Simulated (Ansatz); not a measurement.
# Cl2H2Sn: the cost of one run

All numbers below are computed with Ansatz 0.2.0 (RKS PBE0-D4/def2-SVP).

**1. Starting point**

Bond lengths: Sn1–Cl2 2.610 Å, Sn1–H3 1.940 Å, Sn1–H4 1.739 Å, Sn1–Cl5 2.408 Å. Angles: Cl2–Sn1–H3 45.6°, Cl2–Sn1–H4 123.0°, Cl2–Sn1–Cl5 123.0°, H3–Sn1–H4 121.2°, H3–Sn1–Cl5 121.2°, H4–Sn1–Cl5 109.5°.

Coordinates:

```xyz
5

Sn    0.0000    0.0000    0.0000
Cl    1.5152    0.0000    2.1251
H     1.9164    0.0000    0.3021
H    -0.8195    1.4198   -0.5794
Cl   -1.1351   -1.9666   -0.8025
```

**2. A restrained relaxation towards end A**

Springs on the bonds that form and break draw the guess towards this end; the thresholds are loose.

Input file input.yaml:

```yaml
crystal:
  periodic: [false, false, false]
  atoms:
    - { symbol: Sn, position_ang: [0.0, 0.0, 0.0] }
    - { symbol: Cl, position_ang: [1.5152, 0.0, 2.1251] }
    - { symbol: H, position_ang: [1.9164, 0.0, 0.3021] }
    - { symbol: H, position_ang: [-0.8195, 1.4198, -0.5794] }
    - { symbol: Cl, position_ang: [-1.1351, -1.9666, -0.8025] }
basis:
  gaussian: { orbitals: def2-SVP }
hamiltonian:
  xc: pbe0
  dispersion: d4
relax:
  f_tol: 0.15
  max_steps: 25
  restrain:
    - { distance: [1, 2], at: 2.57, k: 30.0 }
    - { distance: [0, 1], at: 2.41, k: 30.0 }
    - { distance: [0, 2], at: 1.74, k: 30.0 }
```

Run with:

```sh
$ ansatz run input.yaml --threads 1 --pin off --max-ram 2048MiB --backend cpu --events-out ev --progress --plain --runs-dir out
```

**Question.** How long does this run take on 1 thread of Arm Neoverse V2, shared host, and how much memory does it need?

About 17 s, with a peak of 0.15 GiB.
